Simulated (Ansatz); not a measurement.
# CH₅GeNO₂: basis-set convergence

How large a basis does CH₅GeNO₂ need? Two functionals are run in growing sets.

The runs use Ansatz 0.2.0, Gaussian basis; one geometry, several basis sets.

Levels to be run: PBE0-D4/def2-SVP; ωB97M-V/def2-SVP; PBE0-D4/def2-QZVPP; ωB97M-V/def2-QZVPP; the functionals' def2-TZVPP values are taken from earlier runs.

## Step 1: The geometry

The geometry comes from an earlier relaxation with PBE0-D4/def2-TZVP; it is a stationary point, not always the lowest conformer.

SMILES `N[C](=O)[GeH2][OH]`, 10 atoms, charge 0, spin multiplicity 1.

Atoms are counted from 1 here; the program's logs count them from 0.

Bond lengths: N1–C2 1.347 Å, N1–H6 1.004 Å, N1–H7 1.009 Å, C2–O3 1.217 Å, C2–Ge4 2.006 Å, Ge4–O5 1.767 Å, Ge4–H8 1.540 Å, Ge4–H9 1.540 Å, O5–H10 0.968 Å. Angles: C2–N1–H6 121.8°, C2–N1–H7 119.2°, H6–N1–H7 119.0°, N1–C2–O3 123.1°, N1–C2–Ge4 121.2°, O3–C2–Ge4 115.7°, C2–Ge4–O5 100.0°, C2–Ge4–H8 112.6°, C2–Ge4–H9 112.7°, O5–Ge4–H8 110.4°, O5–Ge4–H9 110.4°, H8–Ge4–H9 110.4°, Ge4–O5–H10 106.3°.

## Step 2: PBE0-D4 in def2-SVP

The input, in.yaml:

```yaml
crystal:
  periodic: [false, false, false]
  atoms:
    - {symbol: N, position_ang: [1.815762, -0.127962, 0.297055]}
    - {symbol: C, position_ang: [0.670446, -0.071972, -0.408940]}
    - {symbol: O, position_ang: [0.636463, -0.120125, -1.624427]}
    - {symbol: Ge, position_ang: [-1.106993, 0.098606, 0.506104]}
    - {symbol: O, position_ang: [-2.175352, 0.123399, -0.901678]}
    - {symbol: H, position_ang: [1.821996, -0.086122, 1.299707]}
    - {symbol: H, position_ang: [2.693137, -0.213682, -0.193746]}
    - {symbol: H, position_ang: [-1.429622, -1.110081, 1.403381]}
    - {symbol: H, position_ang: [-1.239995, 1.408766, 1.303529]}
    - {symbol: H, position_ang: [-1.602641, 0.047873, -1.678184]}
basis:
  gaussian: {orbitals: def2-SVP}
hamiltonian: {xc: pbe0, dispersion: d4}
output: {orbitals: {seedname: orbitals}}
```

The run is started by

```bash
$ ansatz run in.yaml --threads 4 --pin off --events-out ev --progress --plain --max-ram 10444MiB
```

After this run come: ωB97M-V in def2-SVP; PBE0-D4 in def2-QZVPP; ωB97M-V in def2-QZVPP.

Q: Predict the results of all the runs planned. Wanted: PBE0-D4: double and triple zeta above quadruple; ωB97M-V: double and triple zeta above quadruple.

As calculated:

| quantity | value |
| --- | --- |
| PBE0-D4: double and triple zeta above quadruple | 16.76, 1.60 eV |
| ωB97M-V: double and triple zeta above quadruple | 16.92, 1.56 eV |

In words: PBE0-D4 gains 15.15 eV from double to triple zeta, then 1.60 eV more. These are total energies; as a rule much of such shifts cancels in differences, which this series doesn't test. The LUMO of ωB97M-V is positive and keeps falling with the basis (2.21 to 1.07 eV): an unbound level that the basis holds in place.
